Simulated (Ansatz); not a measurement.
# H₇NO₂Si₂: up Jacob's ladder to CCSD(T)

An exercise on one series of results from a longer session: the logs are not shown, and one member is left open.

Program: Ansatz 0.2.0, Gaussian basis. Level of theory: functionals in def2-TZVPP, the program's frozen cores in correlated methods. These are calculated values, not measurements.

The runs, in order: LDA (SPW92), PBE-D4, revPBE-D4, BLYP-D4, r2SCAN-D4, B97M-V, PBE0-D4, B3LYP-D4, r2SCANh-D4, r2SCAN0-D4, HSE06-D4, BHLYP-D4, CAM-B3LYP-D4, LC-ωPBE, ωB97X-V, ωB97M-V, B2PLYP, PBE-QIDH; CCSD(T)/def2-SVP; CCSD(T)/def2-TZVPP; MP2/def2-QZVPP; extrapolation to the limit; RPA on PBE.

### The relaxed structure

An earlier PBE0-D4 in a triple-zeta def2 set relaxation fixed the geometry.

SMILES `O[SiH](O)N[SiH3]`, 12 atoms, charge 0, spin multiplicity 1.

Atoms are counted from 1 here; the program's logs count them from 0.

Bond lengths: O1–Si2 1.636 Å, O1–H6 0.959 Å, Si2–O3 1.645 Å, Si2–N4 1.708 Å, Si2–H7 1.481 Å, O3–H8 0.958 Å, N4–Si5 1.728 Å, N4–H9 1.012 Å, Si5–H10 1.484 Å, Si5–H11 1.489 Å, Si5–H12 1.488 Å. Angles: Si2–O1–H6 116.1°, O1–Si2–O3 104.0°, O1–Si2–N4 109.2°, O1–Si2–H7 112.9°, O3–Si2–N4 114.2°, O3–Si2–H7 110.5°, N4–Si2–H7 106.2°, Si2–O3–H8 117.6°, Si2–N4–Si5 129.3°, Si2–N4–H9 114.8°, Si5–N4–H9 115.6°, N4–Si5–H10 107.6°, N4–Si5–H11 110.8°, N4–Si5–H12 112.4°, H10–Si5–H11 109.3°, H10–Si5–H12 109.3°, H11–Si5–H12 107.3°.

The first run:

The input, in.yaml:

```yaml
crystal:
  periodic: [false, false, false]
  atoms:
    - {symbol: O, position_ang: [-1.167173, 1.751922, 1.101421]}
    - {symbol: Si, position_ang: [0.063702, 0.710818, 0.824579]}
    - {symbol: O, position_ang: [0.466150, 0.164472, 2.323097]}
    - {symbol: N, position_ang: [-0.464879, -0.509476, -0.247331]}
    - {symbol: Si, position_ang: [0.168640, -0.960993, -1.789812]}
    - {symbol: H, position_ang: [-1.187053, 2.159184, 1.968993]}
    - {symbol: H, position_ang: [1.229063, 1.354657, 0.175768]}
    - {symbol: H, position_ang: [1.182240, -0.468355, 2.387046]}
    - {symbol: H, position_ang: [-1.324155, -0.970708, 0.024603]}
    - {symbol: H, position_ang: [1.456894, -0.248367, -1.972657]}
    - {symbol: H, position_ang: [0.403954, -2.429385, -1.855357]}
    - {symbol: H, position_ang: [-0.750382, -0.608971, -2.906250]}
basis:
  gaussian: {orbitals: def2-TZVPP}
hamiltonian: {xc: lda}
output: {orbitals: {seedname: orbitals}}
```

Launch:

```console
$ ansatz run in.yaml --threads 4 --pin off --events-out ev --progress --plain --max-ram 10444MiB
```

Steps of the session up to this table: LDA; PBE-D4 (GGA); revPBE-D4 (GGA); BLYP-D4 (GGA); r2SCAN-D4 (meta-GGA); B97M-V (meta-GGA); B3LYP-D4 (hybrid); r2SCANh-D4 (hybrid); r2SCAN0-D4 (hybrid); HSE06-D4 (hybrid); BHLYP-D4 (hybrid); CAM-B3LYP-D4 (range-separated); LC-ωPBE (range-separated); ωB97X-V (range-separated); ωB97M-V (range-separated); B2PLYP (double hybrid); PBE-QIDH (double hybrid).

One table of the session follows, with a row left open; its other results are not shown here.

It belongs to the step «Frontier levels by functional». 

| functional | HOMO (eV) | LUMO (eV) | gap (eV) |
| --- | --- | --- | --- |
| LDA (SPW92) | -6.53 | -0.69 | 5.84 |
| PBE-D4 | -6.40 | -0.48 | 5.92 |
| revPBE-D4 | -6.34 | -0.38 | 5.97 |
| BLYP-D4 | -6.27 | -0.40 | 5.87 |
| r2SCAN-D4 | -6.70 | 0.03 | 6.73 |
| B97M-V | -6.84 | -0.32 | 6.53 |
| PBE0-D4 | ? | ? | ? |
| B3LYP-D4 | -7.54 | 0.10 | 7.64 |
| r2SCANh-D4 | -7.22 | 0.29 | 7.51 |
| r2SCAN0-D4 | -8.00 | 0.67 | 8.67 |
| HSE06-D4 | -7.38 | -0.01 | 7.37 |
| BHLYP-D4 | -9.08 | 1.09 | 10.17 |
| CAM-B3LYP-D4 | -9.18 | 1.23 | 10.41 |
| LC-ωPBE | -10.57 | 2.46 | 13.03 |
| ωB97X-V | -10.21 | 2.28 | 12.48 |
| ωB97M-V | -10.10 | 1.87 | 11.97 |

Q: Estimate the row for PBE0-D4 from the others.

**Answer.** HOMO (eV): -7.78; LUMO (eV): 0.36; gap (eV): 8.14. In the column «HOMO (eV)» it lies between r2SCAN0-D4 (-8.00) and B3LYP-D4 (-7.54).
